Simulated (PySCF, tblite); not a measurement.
**C₄H₅FNOS radical: geometry, infrared bands and EPR parameters**

Wanted: the infrared bands and EPR parameters of C₄H₅FNOS radical (`FCO[C@@H]1[N]C=CS1`), by calculation.

The runs use tblite 0.8.0 and PySCF 2.14.0, with density-fitted response routines of our own; the level of theory stands in each step. All values are computed, except where a source is named. Atoms are numbered from 0 throughout.

### 1 Starting geometry

13 atoms, charge 0, multiplicity 2; geometry from: force field or distance geometry start.

Bonds of the start (Å): F0–C1 1.35, C1–O2 1.41, O2–C3 1.41, C3–N4 1.48, N4–C5 1.35, C5–C6 1.34, C6–S7 1.72, S7–C3 1.85, C1–H8 1.09, C1–H9 1.11, C3–H10 1.11, C5–H11 1.09, C6–H12 1.07.

### 2 Geometry optimisation with GFN2-xTB

The job: settings as JSON, then the geometry in Å.

```
{"job": {"kind": "relax", "xc": "GFN2-xTB", "basis": "xTB"}, "charge": 0, "multiplicity": 2}
F     -3.383500     0.587800    -0.049300
C     -2.123200     0.518300     0.428900
O     -1.332700    -0.144300    -0.539400
C     -0.149800    -0.677100     0.011000
N      0.643800     0.389900     0.665300
C      1.854600     0.428600     0.058500
C      2.197900    -0.392600    -0.940800
S      0.894100    -1.452200    -1.301700
H     -1.762500     1.532300     0.609700
H     -2.169900    -0.048800     1.381600
H     -0.417400    -1.481500     0.724900
H      2.606000     1.148000     0.378700
H      3.138100    -0.408000    -1.445100
```

Command:

```sh
OMP_NUM_THREADS=1 python probes_run.py task.json out
```

This one command runs all jobs of the session in turn.

Log:

```text
step      E/eV     max force
  0    -707.76762    3.627
  1    -707.97994    1.091
  2    -708.02649    0.630
  3    -708.05078    0.510
  4    -708.06839    0.450
  5    -708.08545    0.268
  6    -708.09311    0.288
  7    -708.09913    0.239
  8    -708.10283    0.148
  9    -708.10489    0.127
 10    -708.10584    0.076
 11    -708.10652    0.095
 12    -708.10721    0.103
 13    -708.10783    0.071
 14    -708.10829    0.058
 15    -708.10868    0.056
 16    -708.10910    0.055
 17    -708.10959    0.067
 18    -708.11008    0.064
 19    -708.11055    0.064
 20    -708.11101    0.068
 21    -708.11154    0.081
 22    -708.11210    0.074
 23    -708.11257    0.059
 24    -708.11292    0.045
 25    -708.11322    0.051
 26    -708.11348    0.046
 27    -708.11371    0.036
 28    -708.11392    0.040
 29    -708.11412    0.040
 30    -708.11433    0.044
 31    -708.11457    0.050
 32    -708.11481    0.043
 33    -708.11505    0.043
 34    -708.11528    0.043
 35    -708.11553    0.037
 36    -708.11582    0.047
 37    -708.11614    0.050
 38    -708.11649    0.051
 39    -708.11686    0.055
 40    -708.11726    0.063
 41    -708.11763    0.054
 42    -708.11792    0.048
 43    -708.11816    0.049
 44    -708.11848    0.058
 45    -708.11904    0.079
 46    -708.11996    0.143
 47    -708.12092    0.141
 48    -708.11901    0.443
 49    -708.12387    0.102
 50    -708.12542    0.088
 51    -708.12263    0.539
 52    -708.13061    0.097
 53    -708.13412    0.113
 54    -708.12236    0.765
 55    -708.13770    0.121
 56    -708.13958    0.149
 57    -708.14019    0.367
 58    -708.14145    0.230
 59    -708.14175    0.238
 60    -708.14316    0.275
 61    -708.14396    0.279
 62    -708.14540    0.280
 63    -708.14613    0.275
 64    -708.14653    0.268
 65    -708.14666    0.272
 66    -708.14672    0.280
 67    -708.14675    0.283
 68    -708.14675    0.281
 69    -708.14674    0.280
 70    -708.14675    0.281
 71    -708.14676    0.282
 72    -708.14678    0.283
 73    -708.14683    0.285
 74    -708.14694    0.285
 75    -708.14719    0.284
 76    -708.14767    0.278
 77    -708.14853    0.268
 78    -708.14987    0.254
 79    -708.15187    0.249
 80    -708.15487    0.257
 81    -708.15967    0.327
 82    -708.16709    0.422
 83    -708.17697    0.435
 84    -708.16325    0.936
 85    -708.18594    0.233
 86    -708.19021    0.205
 87    -708.19209    0.267
 88    -708.19398    0.315
 89    -708.19601    0.297
 90    -708.19948    0.227
 91    -708.20003    0.393
 92    -708.20593    0.174
 93    -708.21069    0.195
 94    -708.21174    0.477
 95    -708.21730    0.177
 96    -708.22010    0.199
 97    -708.21867    0.412
 98    -708.22360    0.167
 99    -708.22466    0.169
100    -708.22539    0.269
101    -708.22636    0.161
102    -708.22682    0.156
103    -708.22831    0.145
104    -708.22916    0.182
105    -708.23011    0.164
106    -708.23170    0.167
107    -708.23239    0.124
108    -708.23272    0.158
109    -708.23195    0.167
110    -708.23351    0.123
111    -708.23370    0.126
112    -708.23395    0.131
113    -708.23417    0.138
114    -708.23436    0.141
115    -708.23462    0.143
116    -708.23481    0.139
117    -708.23496    0.135
118    -708.23515    0.122
119    -708.23547    0.110
120    -708.23628    0.114
121    -708.23731    0.139
122    -708.23875    0.174
123    -708.24160    0.205
124    -708.24595    0.259
125    -708.25022    0.254
126    -708.25377    0.159
127    -708.25532    0.292
128    -708.25831    0.125
129    -708.26038    0.129
130    -708.26446    0.180
131    -708.26749    0.211
132    -708.27151    0.212
133    -708.27482    0.192
134    -708.27735    0.167
135    -708.28024    0.172
136    -708.28205    0.107
137    -708.28331    0.070
138    -708.28394    0.062
139    -708.28464    0.044
140    -708.28489    0.058
141    -708.28508    0.033
142    -708.28524    0.035
143    -708.28533    0.044
144    -708.28540    0.022
145    -708.28545    0.023
146    -708.28553    0.019
147    -708.28565    0.033
148    -708.28584    0.034
149    -708.28604    0.033
150    -708.28624    0.041
151    -708.28637    0.036
152    -708.28651    0.036
153    -708.28662    0.025
154    -708.28674    0.024
155    -708.28677    0.011
156    -708.28679    0.007
```

Wall time 0.86 s (1 thread of Arm Neoverse V2, shared host); peak memory 0.18 GiB.

Step by step: (not every step is listed)

| step | energy from step 0 (eV) | largest force (eV/Å) |
| --- | --- | --- |
| 0 | 0.0000 | 3.6268 |
| 1 | -0.2123 | 1.0912 |
| 2 | -0.2589 | 0.6296 |
| 3 | -0.2832 | 0.5096 |
| 4 | -0.3008 | 0.4501 |
| 5 | -0.3178 | 0.2677 |
| 6 | -0.3255 | 0.2884 |
| 7 | -0.3315 | 0.2390 |
| 8 | -0.3352 | 0.1481 |
| 22 | -0.3445 | 0.0736 |
| 36 | -0.3482 | 0.0475 |
| 50 | -0.3578 | 0.0880 |
| 64 | -0.3789 | 0.2678 |
| 78 | -0.3822 | 0.2543 |
| 92 | -0.4383 | 0.1739 |
| 106 | -0.4641 | 0.1669 |
| 120 | -0.4687 | 0.1135 |
| 134 | -0.5097 | 0.1670 |
| 148 | -0.5182 | 0.0341 |
| 151 | -0.5188 | 0.0358 |
| 152 | -0.5189 | 0.0357 |
| 153 | -0.5190 | 0.0248 |
| 154 | -0.5191 | 0.0235 |
| 155 | -0.5192 | 0.0110 |
| 156 | -0.5192 | 0.0073 |

Close pairs (by a distance rule), those that changed most:

| bond | before (Å) | after (Å) | change (Å) |
| --- | --- | --- | --- |
| C3–N4 | 1.482 | 1.381 | -0.101 |
| C3–S7 | 1.848 | 1.944 | +0.096 |
| N4–C5 | 1.355 | 1.299 | -0.056 |
| C5–C6 | 1.338 | 1.394 | +0.055 |
| C1–O2 | 1.415 | 1.370 | -0.045 |
| F0–C1 | 1.350 | 1.372 | +0.023 |
| O2–C3 | 1.409 | 1.389 | -0.020 |
| C6–S7 | 1.718 | 1.700 | -0.018 |

The end geometry stands in the next job.

### 3 Infrared spectrum with GFN2-xTB

The job: settings as JSON, then the geometry in Å.

```
{"job": {"kind": "ir", "xc": "GFN2-xTB", "basis": "xTB"}, "charge": 0, "multiplicity": 2}
F     -2.503636    -1.298338     0.267290
C     -2.151505    -0.171550     0.967037
O     -1.136578     0.507791     0.346980
C      0.118237    -0.088266     0.345627
N      1.138075     0.836814     0.449920
C      1.969022     0.842967    -0.548487
C      1.755339    -0.060156    -1.588250
S      0.394801    -1.045102    -1.323543
H     -3.024176     0.489727     0.977539
H     -1.885024    -0.515322     1.980271
H      0.186347    -0.869985     1.118245
H      2.791729     1.538114    -0.533414
H      2.342982    -0.166208    -2.476945
```

Log:

```text
mode    cm-1     km/mol
  1      33.1      2.13
  2      80.4      4.75
  3     111.4     12.53
  4     268.0      4.38
  5     318.3      2.89
  6     375.2      0.26
  7     462.4      8.54
  8     498.1      8.64
  9     564.8     34.75
 10     638.6      6.49
 11     651.0     13.85
 12     790.3     56.19
 13     857.2      7.92
 14     888.5      1.75
 15     947.4     70.07
 16     982.1    177.35
 17    1042.8      2.39
 18    1072.3     63.85
 19    1086.9     65.70
 20    1102.3     54.38
 21    1124.6    214.33
 22    1216.7     17.26
 23    1227.1      4.97
 24    1290.0     29.38
 25    1320.8      2.88
 26    1324.0     20.44
 27    1416.7      1.72
 28    1501.2     95.67
 29    2832.9     22.42
 30    2862.5     46.73
 31    2961.8     11.14
 32    3110.9     10.22
 33    3171.3      1.83
```

It took 0.33 s on 1 thread of Arm Neoverse V2, shared host; peak memory 0.18 GiB.

The strongest bands and the atoms that carry them (share of the mass-weighted mode):

| cm⁻¹ | km/mol | atoms |
| --- | --- | --- |
| 790 | 56.2 | N4 28 %, C5 27 %, C3 13 %, C6 10 % |
| 947 | 70.1 | C3 30 %, C1 24 %, F0 14 % |
| 982 | 177.3 | C1 45 %, F0 23 %, C3 11 % |
| 1072 | 63.9 | H10 42 %, C1 14 %, H8 12 %, H9 10 % |
| 1087 | 65.7 | C3 24 %, H11 21 %, C1 18 %, O2 13 % |
| 1102 | 54.4 | H10 33 %, C1 19 %, O2 14 %, H9 11 % |
| 1125 | 214.3 | O2 37 %, C3 25 %, C1 18 % |
| 1501 | 95.7 | C5 52 %, N4 44 % |

### 4 EPR parameters: B3LYP/pcH-1

Same as in step 3 but for these lines:

```diff
@@ -1,2 +1,2 @@
-{"job": {"kind": "ir", "xc": "GFN2-xTB", "basis": "xTB"}, "charge": 0, "multiplicity": 2}
+{"job": {"kind": "epr", "basis": "pcH-1"}, "charge": 0, "multiplicity": 2}
 F     -2.503636    -1.298338     0.267290
```

Level: UKS B3LYP, pcH-1 on C F H N O S, non-relativistic, mean-field spin-orbit, GIAO.

Log:

```text
UKS, coarse grid
  cycle   1  E = -783.28982990  |g| = 5.79e-01
  cycle   2  E = -783.11744960  |g| = 9.07e-01
  cycle   3  E = -783.39311084  |g| = 1.29e-01
  cycle   4  E = -783.39794665  |g| = 9.16e-02
  cycle   5  E = -783.40185133  |g| = 1.28e-02
  cycle   6  E = -783.40194017  |g| = 8.70e-03
  cycle   7  E = -783.40198569  |g| = 3.60e-03
  cycle   8  E = -783.40200051  |g| = 1.91e-03
  cycle   9  E = -783.40200377  |g| = 5.74e-04
UKS, final grid
  cycle   1  E = -783.40201035  |g| = 8.23e-04
  cycle   2  E = -783.40200974  |g| = 1.44e-03
  cycle   3  E = -783.40201072  |g| = 1.06e-04
  cycle   4  E = -783.40201073  |g| = 5.68e-05
  cycle   5  E = -783.40201073  |g| = 4.37e-05
  cycle   6  E = -783.40201073  |g| = 1.92e-05
E = -783.40201073 Eh   <S^2> = 0.7610 (exact 0.7500)
g shifts (ppm)      1          2          3
  rmc          -205       -205       -205
  gc              1         45         47
  oz_so        -933       5667       9295
  total       -1137       5507       9138
hyperfine (MHz)  atom isotope    a_iso     a_fc   dipolar eigenvalues
    0   19F       0.72       0.71     -4.28     -3.09      7.37
    1   13C      -1.00      -1.00     -0.74     -0.61      1.36
    2   17O     -40.16     -40.08     -8.12      3.88      4.25
    3   13C     -12.48     -12.48     -2.09     -0.76      2.84
    4   14N      15.02      14.88    -17.00    -16.72     33.73
    5   13C     -27.08     -27.12     -9.23      2.72      6.52
    6   13C      42.80      42.54    -42.99    -42.49     85.48
    7   33S       7.19       7.40    -26.98    -23.54     50.52
    8    1H       1.35       1.35     -0.98     -0.63      1.61
    9    1H      -0.41      -0.42     -1.32     -0.77      2.08
   10    1H      77.18      77.18     -1.85     -1.27      3.11
   11    1H       0.96       0.93     -4.21     -0.78      4.99
   12    1H     -34.34     -34.42    -20.63     -1.71     22.33
```

Wall time 68 s (1 thread of Arm Neoverse V2, shared host); peak memory 1 GiB.

Principal g values 2.00118, 2.00783, 2.01146; g(iso) = 2.00682, against 2.00232 for a free electron.

Hyperfine couplings, nucleus by nucleus at this fixed geometry (no averaging over rotations):

| nuclei | isotope | a(iso) (MHz) | a(iso) (G, at g = 2.0023) | largest dipolar term (MHz) |
| --- | --- | --- | --- | --- |
| H10 | 1H | 77.2 | 27.5 | 3.1 |
| C6 | 13C | 42.8 | 15.3 | 85.5 |
| O2 | 17O | -40.2 | -14.3 | -8.1 |
| H12 | 1H | -34.3 | -12.3 | 22.3 |
| C5 | 13C | -27.1 | -9.7 | -9.2 |
| N4 | 14N | 15.0 | 5.4 | 33.7 |
| C3 | 13C | -12.5 | -4.5 | 2.8 |
| S7 | 33S | 7.2 | 2.6 | 50.5 |
| H8 | 1H | 1.4 | 0.5 | 1.6 |
| C1 | 13C | -1.0 | -0.4 | 1.4 |
| H11 | 1H | 1.0 | 0.3 | 5.0 |
| F0 | 19F | 0.7 | 0.3 | 7.4 |
| H9 | 1H | -0.4 | -0.1 | 2.1 |

Mulliken spin populations:

F0 0.00; C1 0.00; O2 0.02; C3 -0.02; N4 0.35; C5 -0.08; C6 0.49; S7 0.23; H8 0.00; H9 0.00; H10 0.03; H11 0.00; H12 -0.02

In first order the couplings over 0.8 MHz of 1H, 14N give 48 distinct lines over 51.3 G.

Orbitals, density, ELF and potential are computed afterwards from the orbital file.

ELF in a plane through or near 7 of the atoms.

Ten even steps from '0' (0.00) to '9' (1.00):
```
0000000000000000000000000000
0000000000000000000000000000
0000000000000000000000000000
0000001000145410000000000000
0000278600388730000000000000
0000799960489820000000000000
0001899984667710210011000000
0000699962844723641443000000
0000036723767747765575200000
0000001587315438673445200000
0000002588304657662533100000
0000478622646742114752000000
0003999913843740017577400000
0004999966714571048688510000
0001899822622772037876300000
0000253101689972002332100000
0000000001578852000000000000
0000000000245420000000000000
0000000000011100000000000000
0000000000000000000000000000
```
The map spans 11.5 Å across and 8.3 Å up, centred on the molecule. Atoms in the plane (x, y in Å): F0 (2.5, -1.3), C1 (2.4, 0.0), N4 (-0.9, 1.2), C5 (-2.1, 0.7), C6 (-2.3, -0.7), H11 (-2.9, 1.3), H12 (-3.2, -1.3).

On the surface of density 0.002 e/bohr³ the electrostatic potential runs, from the 1st to the 99th percentile, from -1.56 V near N4 to 1.26 V near H12.

The spin density lies nearest to C6 32 %; N4 26 %; S7 21 %; C5 6 % (both signs).

### 5 What came out

| quantity | value |
| --- | --- |
| strongest single infrared mode (GFN2-xTB) | 1125 cm⁻¹, 214 km/mol |
| zero-point energy (GFN2-xTB) | 54.5 kcal/mol |
| g(iso) (B3LYP) | 2.00682 |
| ⟨S²⟩ | 0.761 (exact 0.75) |
| largest a(iso) | 1H on H10, 77.2 MHz |
| potential on the surface of density 0.002 e/bohr³, 1st and 99th percentile | -1.56 V and 1.26 V |

Relaxing lowered the energy by 0.519 eV in 156 steps; the close pair that moved most is C3–N4, from 1.482 to 1.381 Å. All 33 modes are real, so the xTB geometry is a minimum. The strongest single mode, at 1125 cm⁻¹, is spread over several atoms, O2, C3, C1 among them. Unscaled tight-binding wavenumbers are off by several per cent, some by more. Its intensities can rank the bands wrongly. The largest spin populations lie on C6 (0.49 e), N4 (0.35 e). The isotropic g lies 4.5 ppt above the free-electron value. These values are for one conformer; the search (at its own cheap level) found 2 more, at 0.00, 0.10 kcal/mol (those within 0.05 may be mirror or relabelled copies), and measured spectra average over such forms.
